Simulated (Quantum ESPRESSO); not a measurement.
# LaSb under changes of volume

One of the cells (34.170 Å³/atom); the others are scaled copies at fixed shape and fractional positions:

```xyz
2
Lattice="0.0000 3.2450 3.2450 3.2450 0.0000 3.2450 3.2450 3.2450 0.0000" Properties=species:S:1:pos:R:3 pbc="T T T"
La    0.0000    0.0000    0.0000
Sb    3.2450    3.2450    3.2450
```

```yaml
Program: Quantum ESPRESSO 7.5
Functional: r2SCAN
Potentials_or_basis: SG15 PBE 1.2
Cutoff: 952 eV
Density_cutoff: 3810 eV
k_mesh: 5 × 5 × 5
Occupations: fermi-dirac, width 0.05 eV
Spin: no spin polarisation
```

```tsv
volume (Å³/atom)	energy over the lowest point (meV/atom)	pressure (GPa)
32.120	?	?
32.803	20.28	3.6
33.487	7.82	2.2
34.170	1.25	0.9
34.853	0.00	-0.3
35.537	3.57	-1.4
36.220	11.49	-2.3
```

Problem. What does the run at 32.120 Å³/atom give?

Solution. Energy over the lowest point 39.25 meV/atom; pressure 5.2 GPa.

Worked out: A Birch-Murnaghan fit of order 3 (a polynomial in V^(-2/3)) to the other rows has its minimum at 34.68 Å³/atom with B0 = V·E''(V) = 59 GPa and B' = 4.0. It gives 39.23 meV/atom at 32.120 Å³/atom, against the run's 39.25, and -dE/dV = 5.3 GPa, against 5.2.

Energies are extrapolated to zero smearing.

Caveats: the potentials were made for another functional, which shifts forces and pressure.
